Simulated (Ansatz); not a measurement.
From input file to script: ZnS, space group P6_3mc in Ansatz 0.2.0.

```yaml
crystal:
  lattice:
    - [3.811, 0.0, 0.0]
    - [-1.9055, 3.30042, 0.0]
    - [0.0, 0.0, 6.234]
  atoms:
    - { symbol: Zn, position: [0.3333333333333333, 0.6666666666666666, 0.0] }
    - { symbol: Zn, position: [0.6666666666666666, 0.3333333333333333, 0.5] }
    - { symbol: S, position: [0.3333333333333333, 0.6666666666666666, 0.385] }
    - { symbol: S, position: [0.6666666666666666, 0.3333333333333333, 0.885] }
basis:
  ecutwfc: 470.0
kpoints:
  mp_grid:
    grid: [6, 6, 4]
    shift: [0.0, 0.0, 0.0]
hamiltonian:
  xc: pbe
  pseudopotentials:
    kind: paw
scf:
  occupations:
    method: fixed
dielectric: {}
```

The script, `run_eps.py`:
```python
"""High-frequency dielectric tensor and Born charges of ZnS."""

import warnings

import ansatz as az
import numpy as np

warnings.simplefilter("ignore", az.DeckWarning)

lattice = az.Lattice.of(
    [3.811, 0.0, 0.0],
    [-1.9055, 3.30042, 0.0],
    [0.0, 0.0, 6.234],
)
sites = [
    ("Zn", [1 / 3, 2 / 3, 0.0]),
    ("Zn", [2 / 3, 1 / 3, 0.5]),
    ("S", [1 / 3, 2 / 3, 0.385]),
    ("S", [2 / 3, 1 / 3, 0.885]),
]
cell = az.Crystal(lattice=lattice)
for symbol, position in sites:
    cell = cell.atom(symbol, position)

# an insulator: whole occupations
base = (
    cell.calculation()
    .functional("pbe")
    .pseudopotentials("paw")
    .basis(470)
    .kpoints(6, 6, 4, center="gamma")
    .occupations("fixed")
    .dielectric()
)
done = base.run(threads=1)
response = done.dielectric
eps = np.asarray(response.eps_inf)

print("eps_inf")
print(np.round(eps, 3) + 0.0)
for index, (site, z) in enumerate(zip(done.lattice.sites, response.zstar_e)):
    print("Born charge tensor of", site.symbol, index)
    print(np.round(z, 3) + 0.0)
print(f"charge neutrality missed by {response.zstar_sum_residual_pre_e:.4f} e before the sum rule")
```

Running `python run_eps.py` prints:
```text
eps_inf
[[5.841 0.    0.   ]
 [0.    5.841 0.   ]
 [0.    0.    5.902]]
Born charge tensor of Zn 0
[[1.932 0.    0.   ]
 [0.    1.932 0.   ]
 [0.    0.    2.041]]
Born charge tensor of Zn 1
[[1.932 0.    0.   ]
 [0.    1.932 0.   ]
 [0.    0.    2.041]]
Born charge tensor of S 2
[[-1.932  0.     0.   ]
 [ 0.    -1.932  0.   ]
 [ 0.     0.    -2.041]]
Born charge tensor of S 3
[[-1.932  0.     0.   ]
 [ 0.    -1.932  0.   ]
 [ 0.     0.    -2.041]]
charge neutrality missed by 0.0029 e before the sum rule
```

What to keep in mind:
- The Fermi level of a run with fixed occupations marks the highest occupied state on its mesh, not mid-gap.
- Averages over directions belong to no single polarisation, least of all in layered crystals.
- The starting cell is as deposited in a crystallographic database; the results hold for this polymorph, which needn't be the stable one.
- This is the electronic (clamped-ion) response; a semilocal gap that is too small tends to raise it. The typed mesh is that of the SCF; the response is solved on denser meshes that the run picks.
- Hardware and time: 3 min on 1 thread of Intel(R) Xeon(R) Platinum 8259CL CPU @ 2.50GHz (Skylake/Cascade Lake), with other jobs on the host, peak memory 0.94 GiB.

(Lines on the test bed's own set-up are left out of the output.)
